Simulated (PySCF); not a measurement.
**C7H10OSi: NMR shifts and electronic excitations in gas and solvents**

Aim: compute the NMR shifts and electronic excitations of C7H10OSi (`[SiH3]OC1=CC=CC12CC2`), and see what a dielectric continuum does where one was used.

The runs use PySCF 2.14.0, with density-fitted response routines of our own; the level of theory stands in each step. All values are computed, except where a source is named. Atoms count from 0, in the outputs and in this text.

## 1. The molecule as given

19 atoms, charge 0, multiplicity 1; geometry from: GFN2-xTB.

Bonds of the start (Å): Si0–O1 1.63, O1–C2 1.34, C2–C3 1.35, C3–C4 1.44, C4–C5 1.34, C5–C6 1.47, C6–C7 1.52, C7–C8 1.48, C6–C2 1.48, C8–C6 1.52, Si0–H9 1.46, Si0–H10 1.46, Si0–H11 1.46, C3–H12 1.07, C4–H13 1.08, C5–H14 1.07, C7–H15 1.08, C7–H16 1.08, C8–H17 1.08, C8–H18 1.08.

## 2. Optimising the geometry at PBE0-D3(BJ)/def2-SVP

The job: settings as JSON, then the geometry in Å.

```
{"job": {"xc": "PBE0", "basis": "def2-SVP", "d3": "d3bj", "grid": 1, "kind": "geom"}, "charge": 0, "multiplicity": 1}
Si     2.826134     1.111753    -0.141137
O      1.226173     0.887346     0.050673
C      0.440184    -0.184844    -0.124065
C      0.746216    -1.434938    -0.527104
C     -0.465992    -2.217943    -0.551930
C     -1.507050    -1.458384    -0.167634
C     -1.014641    -0.106427     0.133777
C     -1.802047     1.155933    -0.163706
C     -1.577091     0.759640     1.244866
H      3.588459     0.235750     0.749905
H      3.229274     0.859277    -1.525765
H      2.893519     2.515888     0.234723
H      1.723658    -1.796249    -0.788468
H     -0.499162    -3.253439    -0.839053
H     -2.537099    -1.747661    -0.078186
H     -1.240787     1.988426    -0.560051
H     -2.782734     1.028543    -0.595843
H     -2.397791     0.350638     1.813998
H     -0.859028     1.315941     1.827537
```

What it wrote:

```text
step   0  E = -636.58403681  max force = 0.037195
step   1  E = -636.59001482  max force = 0.004191
step   2  E = -636.59022577  max force = 0.004139
step   3  E = -636.59029619  max force = 0.003681
step   4  E = -636.59031285  max force = 0.003086
step   5  E = -636.59034995  max force = 0.001519
step   6  E = -636.59036683  max force = 0.000276
step   7  E = -636.59036737  max force = 0.000110
optimisation converged
```

Run time: 5.2 min. Hardware: 1 thread, shared host.

Step by step:

| step | energy from step 0 (eV) | largest force component (eV/Å) |
| --- | --- | --- |
| 0 | 0.0000 | 1.9126 |
| 1 | -0.1627 | 0.2155 |
| 2 | -0.1684 | 0.2128 |
| 3 | -0.1703 | 0.1893 |
| 4 | -0.1708 | 0.1587 |
| 5 | -0.1718 | 0.0781 |
| 6 | -0.1722 | 0.0142 |
| 7 | -0.1723 | 0.0057 |

Distances of close pairs at the start and the end, largest changes first:

| bond | before (Å) | after (Å) | change (Å) |
| --- | --- | --- | --- |
| Si0–O1 | 1.627 | 1.684 | +0.057 |
| Si0–H11 | 1.455 | 1.486 | +0.030 |
| Si0–H9 | 1.464 | 1.492 | +0.028 |
| Si0–H10 | 1.464 | 1.492 | +0.028 |
| C3–C4 | 1.443 | 1.461 | +0.018 |
| C3–H12 | 1.074 | 1.091 | +0.016 |
| C5–H14 | 1.074 | 1.090 | +0.016 |
| C4–H13 | 1.075 | 1.091 | +0.016 |

The final coordinates are the input of the step that follows.

| at the end point | value |
| --- | --- |
| point group (found at 0.08 Å tolerance) | Cs |
| rotational constants (GHz, main isotopes) | 2.397, 1.063, 0.788 |
| dipole moment (D) | 0.80 |

## 3. Shielding tensors: PBE0/pcSseg-1 in chloroform

The job: settings as JSON, then the geometry in Å.

```
{"job": {"kind": "nmr", "xc": "PBE0", "basis": "pcSseg-1", "solvent": "chloroform", "pop": true}, "charge": 0, "multiplicity": 1}
Si     2.991222     0.524888    -0.367003
O      1.331283     0.376823    -0.124304
C      0.617913    -0.744746    -0.329545
C      0.998563    -1.981219    -0.744006
C     -0.197089    -2.819148    -0.792086
C     -1.284358    -2.105447    -0.414089
C     -0.841018    -0.735041    -0.092678
C     -1.653945     0.515563    -0.380732
C     -1.427819     0.111768     1.024022
H      3.726483    -0.420177     0.523322
H      3.326764     0.231663    -1.791053
H      3.308108     1.934990    -0.023375
H      2.008646    -2.305045    -0.998111
H     -0.194544    -3.868199    -1.092049
H     -2.315952    -2.450368    -0.347034
H     -1.089464     1.366970    -0.769348
H     -2.639573     0.362632    -0.826252
H     -2.250622    -0.332004     1.589136
H     -0.705498     0.681533     1.614067
```

With the program's defaults for keys left out, this is: GIAO PBE0/pcSseg-1 NMR shielding, non-relativistic, IEF-PCM chloroform.

What it wrote:

```text
coarse grid: 16512 points
cycle   1  E = -636.7177018526  dE =  1.462e+00  |g| = 6.273e-01  |ddm| = 4.112e+00
cycle   2  E = -636.6634344804  dE =  5.427e-02  |g| = 8.469e-01  |ddm| = 1.288e+00
cycle   3  E = -636.7958811611  dE = -1.324e-01  |g| = 1.120e-01  |ddm| = 8.102e-01
cycle   4  E = -636.7980176739  dE = -2.137e-03  |g| = 4.256e-02  |ddm| = 1.252e-01
cycle   5  E = -636.7984087184  dE = -3.910e-04  |g| = 1.524e-02  |ddm| = 4.784e-02
cycle   6  E = -636.7984630331  dE = -5.431e-05  |g| = 3.218e-03  |ddm| = 1.589e-02
cycle   7  E = -636.7984653541  dE = -2.321e-06  |g| = 8.633e-04  |ddm| = 3.842e-03
final grid: 155312 points
cycle   8  E = -636.8626355483  dE = -3.349e-05  |g| = 1.075e-02  |ddm| = 3.982e-02
cycle   9  E = -636.8626087977  dE =  2.675e-05  |g| = 1.608e-02  |ddm| = 2.344e-02
cycle  10  E = -636.8626599213  dE = -5.112e-05  |g| = 1.753e-03  |ddm| = 1.420e-02
cycle  11  E = -636.8626605886  dE = -6.673e-07  |g| = 2.566e-04  |ddm| = 1.720e-03
cycle  12  E = -636.8626605983  dE = -9.757e-09  |g| = 1.492e-04  |ddm| = 3.652e-04
cycle  13  E = -636.8626606038  dE = -5.438e-09  |g| = 3.066e-05  |ddm| = 1.496e-04
cycle  14  E = -636.8626606039  dE = -1.887e-10  |g| = 1.207e-05  |ddm| = 3.442e-05
converged SCF energy = -636.8626606039

GIAO shielding tensors (ppm)
atom      isotropic    diamagn.    paramagn.     s11        s22        s33       span
  0 Si     381.535     878.794    -497.259    337.723    344.469    462.414    124.691
  1 O      243.345     401.113    -157.768    148.644    229.670    351.722    203.078
  2 C       10.813     247.502    -236.689    -87.708     27.930     92.217    179.925
  3 C       80.714     258.941    -178.227      9.551     83.581    149.011    139.461
  4 C       48.920     255.851    -206.931    -55.544     50.696    151.609    207.153
  5 C       50.544     249.637    -199.093    -53.396     64.656    140.371    193.767
  6 C      148.815     254.244    -105.429    105.600    141.041    199.804     94.204
  7 C      168.368     250.555     -82.188    151.276    172.504    181.323     30.047
  8 C      168.392     250.462     -82.070    151.351    172.495    181.331     29.980
  9 H       26.237      28.382      -2.145     23.252     24.356     31.103      7.851
 10 H       26.244      28.371      -2.127     23.271     24.380     31.082      7.811
 11 H       26.382      28.322      -1.941     22.612     25.082     31.451      8.839
 12 H       25.652      32.355      -6.703     22.811     24.523     29.622      6.811
 13 H       24.656      30.028      -5.372     23.084     23.477     27.406      4.323
 14 H       25.314      31.299      -5.985     22.994     25.119     27.828      4.834
 15 H       29.797      31.007      -1.210     23.422     28.433     37.537     14.116
 16 H       29.674      30.410      -0.736     23.488     26.342     39.192     15.704
 17 H       29.676      30.413      -0.738     23.488     26.345     39.194     15.706
 18 H       29.799      31.001      -1.202     23.422     28.432     37.542     14.120
```

Run time: 98 s. Hardware: 1 thread, shared host.

The references, computed at this level on geometries of the same kind, shield at (ppm): ¹H TMS 31.25, ¹³C TMS 185.2, ²⁹Si TMS 351.9, ¹⁷O H2O 341.0. Their shielding less the atom's gives the shift. The references are single molecules in the same continuum, so shifts against H2O, NH3, PH3, H3PO4 or CFCl3 are not on the usual liquid scales and can be off by tens of ppm. Atoms listed in one row are averaged.

| atoms | environment | σ (ppm) | δ (ppm) |
| --- | --- | --- | --- |
| C2 | alkene carbon bearing oxygen | 10.8 | 174.4 |
| C4 | alkene CH | 48.9 | 136.2 |
| C5 | alkene CH | 50.5 | 134.6 |
| C3 | β carbon of an enol-ether or enamine type C=C | 80.7 | 104.5 |
| C6 | three-membered-ring carbon | 148.8 | 36.4 |
| C7, C8 | three-membered-ring carbon | 168.4 | 16.8 |
| H13 | hydrogen on an alkene CH | 24.66 | 6.59 |
| H14 | hydrogen on an alkene CH | 25.31 | 5.93 |
| H12 | hydrogen on a β carbon of an enol-ether or enamine type C=C | 25.65 | 5.59 |
| H9, H10, H11 | hydrogen on a silicon bonded to O | 26.29 | 4.96 |
| H16, H17 | hydrogen on a three-membered-ring carbon | 29.67 | 1.57 |
| H15, H18 | hydrogen on a three-membered-ring carbon | 29.80 | 1.45 |
| Si0 | silicon bonded to O, 3 H | 381.5 | -29.7 |
| O1 | oxygen bonded to C, Si | 243.3 | 97.6 |

Charges from the same density, by scheme (e):

| atoms | Mulliken | IAO | Hirshfeld | ESP fit |
| --- | --- | --- | --- | --- |
| Si0 | 0.67 | 0.84 | 0.40 | 0.54 |
| O1 | -0.64 | -0.57 | -0.19 | -0.30 |
| C2 | 0.31 | 0.19 | 0.07 | 0.03 |
| C3 | -0.16 | -0.28 | -0.11 | -0.32 |
| C4 | -0.09 | -0.17 | -0.08 | -0.11 |
| C5 | -0.06 | -0.20 | -0.08 | -0.61 |
| C6 | -0.40 | -0.01 | -0.01 | 0.47 |
| C7, C8 | -0.12 | -0.26 | -0.07 | -0.31 |

Mayer bond orders: Si0–O1 0.87, O1–C2 0.97, C2–C3 1.69, C3–C4 1.11, C4–C5 1.75, C5–C6 1.04, C6–C7 0.87, C7–C8 0.98, C6–C2 1.04, C8–C6 0.87.

Ring of atoms C2, C3, C4, C5, C6: NICS(0) -4.1, NICS(1) -4.9, NICS(1)zz -9.2 ppm (means of both faces).

Ring of atoms C6, C7, C8: NICS(0) -43.3, NICS(1) -7.5, NICS(1)zz -22.9 ppm (means of both faces).

In rings of three or four atoms NICS is ruled by the nearby σ bonds, so it says little on aromaticity.

## 4. Ultraviolet spectrum: PBE0/def2-SVPD

Settings changed since step 3:

```diff
@@ -1,2 +1,2 @@
-{"job": {"kind": "nmr", "xc": "PBE0", "basis": "pcSseg-1", "solvent": "chloroform", "pop": true}, "charge": 0, "multiplicity": 1}
+{"job": {"kind": "uv", "xc": "PBE0", "basis": "def2-SVPD", "dynamic": true, "nstates": 6, "ntriplets": 0}, "charge": 0, "multiplicity": 1}
 Si     2.991222     0.524888    -0.367003
```

With the program's defaults for keys left out, this is: TDDFT PBE0/def2-SVPD, vertical, gas phase, core orbitals frozen in the response.

What it wrote:

```text
coarse grid: 16512 points
cycle   1  E = -636.4175726778  dE =  1.388e+00  |g| = 6.041e-01  |ddm| = 9.147e+00
cycle   2  E = -636.3545540415  dE =  6.302e-02  |g| = 8.403e-01  |ddm| = 2.749e+00
cycle   3  E = -636.4953796740  dE = -1.408e-01  |g| = 1.122e-01  |ddm| = 1.526e+00
cycle   4  E = -636.4974116732  dE = -2.032e-03  |g| = 5.344e-02  |ddm| = 3.277e-01
cycle   5  E = -636.4980737499  dE = -6.621e-04  |g| = 1.737e-02  |ddm| = 1.495e-01
cycle   6  E = -636.4981486749  dE = -7.492e-05  |g| = 3.529e-03  |ddm| = 4.833e-02
cycle   7  E = -636.4981513695  dE = -2.695e-06  |g| = 1.384e-03  |ddm| = 1.466e-02
final grid: 155312 points
cycle   8  E = -636.5914015712  dE = -3.400e-05  |g| = 1.038e-02  |ddm| = 2.610e-01
cycle   9  E = -636.5913694273  dE =  3.214e-05  |g| = 1.616e-02  |ddm| = 6.069e-02
cycle  10  E = -636.5914261951  dE = -5.677e-05  |g| = 1.754e-03  |ddm| = 3.592e-02
cycle  11  E = -636.5914269404  dE = -7.453e-07  |g| = 2.901e-04  |ddm| = 3.547e-03
cycle  12  E = -636.5914269553  dE = -1.488e-08  |g| = 1.491e-04  |ddm| = 1.190e-03
cycle  13  E = -636.5914269606  dE = -5.317e-09  |g| = 3.996e-05  |ddm| = 4.136e-04
cycle  14  E = -636.5914269609  dE = -3.356e-10  |g| = 1.738e-05  |ddm| = 1.246e-04
converged SCF energy = -636.5914269609

Static polarisability (au): isotropic 109.170, principal 82.118 119.943 125.451

Singlet excitations
state   eV       nm        f      main configurations
  1   4.5033    275.3   0.10585   H->L 0.99
  2   4.7448    261.3   0.00003   H->L+1 0.99
  3   5.4944    225.7   0.00082   H->L+2 0.95
  4   5.8508    211.9   0.00210   H->L+4 0.72, H->L+3 0.25
  5   5.9580    208.1   0.00964   H->L+3 0.69, H->L+4 0.26
  6   6.1073    203.0   0.04539   H->L+5 0.50, H-1->L 0.36, H->L+9 0.09
```

Wall time 2.4 min (1 thread, shared host).

The orbitals next to the gap, with their largest atomic shares:

| orbital | eV | atoms |
| --- | --- | --- |
| HOMO−3 | -9.18 | O1 24 %, C6 11 %, C5 9 % |
| HOMO−2 | -8.85 | C8 25 %, C7 25 %, C6 13 % |
| HOMO−1 | -7.61 | C4 20 %, C3 19 %, C6 18 % |
| HOMO | -5.70 | C5 25 %, C3 19 %, C2 18 % |
| LUMO | -0.40 | C4 17 %, C5 17 %, C2 16 % |
| LUMO+1 | 0.05 | Si0 39 %, H11 12 %, H9 12 % |
| LUMO+2 | 0.65 | Si0 48 %, H11 12 %, H9 11 % |

With each of the 6 states as a Gaussian band of 0.4 eV half-width at 1/e, the curve within the window shown has maxima at 276 nm (ε 4,300), 205 nm (ε 2,200) L/(mol cm). Beyond the last state computed it falls off for lack of states. The curve at chosen wavelengths:

nm, ε (L/mol/cm) and a bar:
```
      194       1170 #######
      199       1895 #############
      204       2247 ###############
      209       2043 ##############
      214       1487 ##########
      219        903 #####
      224        480 ##
      229        248 #
      234        177 
      239        256 #
      244        514 ##
      249        990 ######
      254       1682 ###########
      258       2340 ################
      263       3171 ######################
      268       3848 ###########################
      273       4229 ##############################
      278       4253 ##############################
      283       3949 ############################
      288       3413 ########################
      293       2767 ###################
      298       2118 ##############
      303       1540 ##########
      308       1069 #######
      313        712 ####
      318        457 ##
```

Ground-state properties from the same run:

| property | computed |
| --- | --- |
| dipole moment (D) | 0.78 |
| polarisability (Å³) | 16.18 |
| HOMO–LUMO gap (eV) | 5.30 |
| −ε(HOMO) (eV) | 5.70 |
| C6 with itself (au) | 4501 |

## 5. Ultraviolet spectrum: PBE0/def2-SVPD in chloroform

Settings changed since step 4:

```diff
@@ -1,2 +1,2 @@
-{"job": {"kind": "uv", "xc": "PBE0", "basis": "def2-SVPD", "dynamic": true, "nstates": 6, "ntriplets": 0}, "charge": 0, "multiplicity": 1}
+{"job": {"kind": "uv", "xc": "PBE0", "basis": "def2-SVPD", "solvent": "chloroform", "nstates": 6, "ntriplets": 0}, "charge": 0, "multiplicity": 1}
 Si     2.991222     0.524888    -0.367003
```

With the program's defaults for keys left out, this is: TDDFT PBE0/def2-SVPD, vertical, IEF-PCM chloroform (non-equilibrium linear response), core orbitals frozen in the response.

What it wrote:

```text
coarse grid: 16512 points
cycle   1  E = -636.4246766735  dE =  1.381e+00  |g| = 5.965e-01  |ddm| = 9.165e+00
cycle   2  E = -636.3695695718  dE =  5.511e-02  |g| = 8.146e-01  |ddm| = 2.690e+00
cycle   3  E = -636.4994799895  dE = -1.299e-01  |g| = 1.078e-01  |ddm| = 1.436e+00
cycle   4  E = -636.5014801149  dE = -2.000e-03  |g| = 4.542e-02  |ddm| = 3.053e-01
cycle   5  E = -636.5019534504  dE = -4.733e-04  |g| = 1.471e-02  |ddm| = 1.235e-01
cycle   6  E = -636.5020060598  dE = -5.261e-05  |g| = 3.001e-03  |ddm| = 3.897e-02
cycle   7  E = -636.5020081424  dE = -2.083e-06  |g| = 8.723e-04  |ddm| = 1.158e-02
final grid: 155312 points
cycle   8  E = -636.5952339313  dE = -3.627e-05  |g| = 9.905e-03  |ddm| = 2.631e-01
cycle   9  E = -636.5952095925  dE =  2.434e-05  |g| = 1.485e-02  |ddm| = 5.622e-02
cycle  10  E = -636.5952562645  dE = -4.667e-05  |g| = 1.646e-03  |ddm| = 3.159e-02
cycle  11  E = -636.5952568885  dE = -6.240e-07  |g| = 2.509e-04  |ddm| = 3.115e-03
cycle  12  E = -636.5952568988  dE = -1.024e-08  |g| = 1.427e-04  |ddm| = 1.141e-03
cycle  13  E = -636.5952569038  dE = -5.050e-09  |g| = 3.119e-05  |ddm| = 4.014e-04
cycle  14  E = -636.5952569041  dE = -2.160e-10  |g| = 1.241e-05  |ddm| = 1.026e-04
converged SCF energy = -636.5952569041

Static polarisability (au): isotropic 136.949, principal 103.945 150.250 156.652

Singlet excitations
state   eV       nm        f      main configurations
  1   4.4813    276.7   0.13665   H->L 0.99
  2   4.9092    252.6   0.00014   H->L+1 0.98
  3   5.6583    219.1   0.00069   H->L+2 0.93
  4   6.0288    205.7   0.00489   H->L+3 0.49, H->L+4 0.47
  5   6.1270    202.4   0.12695   H-1->L 0.63, H->L+5 0.19, H->L+8 0.12
  6   6.1492    201.6   0.01611   H->L+4 0.48, H->L+3 0.38, H->L+6 0.12
```

Run time: 2.2 min. Hardware: 1 thread, shared host.

This run: HOMO -5.79 eV, LUMO -0.46 eV; lowest singlet 4.48 eV.

## 6. Comparing the runs: electronic excitations

Excitations and ground-state properties, with basis size and wall time:

| run | lowest singlet (eV) | brightest (eV) | f | gap (eV) | α (Å³) | μ (D) | functions | time |
| --- | --- | --- | --- | --- | --- | --- | --- | --- |
| PBE0/def2-SVPD | 4.50 | 4.50 | 0.106 | 5.30 | 16.18 | 0.78 | 267 | 2.4 min |
| PBE0/def2-SVPD in chloroform | 4.48 | 4.48 | 0.137 | 5.33 | 20.29 | 0.99 | 267 | 2.2 min |

## 7. What came out

| quantity | value |
| --- | --- |
| point group | Cs |
| rotational constants (main isotopes) | 2.40, 1.06, 0.79 GHz |
| ¹³C shifts against TMS (PBE0/pcSseg-1, chloroform, means over atoms taken as alike) | 174.4, 136.2, 134.6, 104.5, 36.4, 16.8 ppm |
| ¹H shifts against TMS (PBE0/pcSseg-1, chloroform, means over atoms taken as alike) | 6.59, 5.93, 5.59, 4.96, 1.57, 1.45 ppm |
| ²⁹Si shifts against TMS (PBE0/pcSseg-1, chloroform) | -29.7 ppm |
| ¹⁷O shifts against H2O (PBE0/pcSseg-1, chloroform) | 97.6 ppm |
| lowest singlet (PBE0/def2-SVPD) | 4.50 eV (275 nm), f = 0.106 |
| range of the lowest singlet | 4.48 to 4.50 eV |

The optimisation took 7 steps and gained 0.172 eV; among the close pairs (by a distance rule), Si0–O1 changed most, from 1.627 to 1.684 Å. No frequency check was run at this level, so the end point may be a saddle. The first singlet state (HOMO→LUMO 0.99) lies at 4.50 eV and is bright. The lowest singlet runs from 4.48 eV (PBE0/def2-SVPD in chloroform) to 4.50 eV (PBE0/def2-SVPD), while the orbital gap spans 5.30 to 5.33 eV. The lowest state need not be the same one in every run.
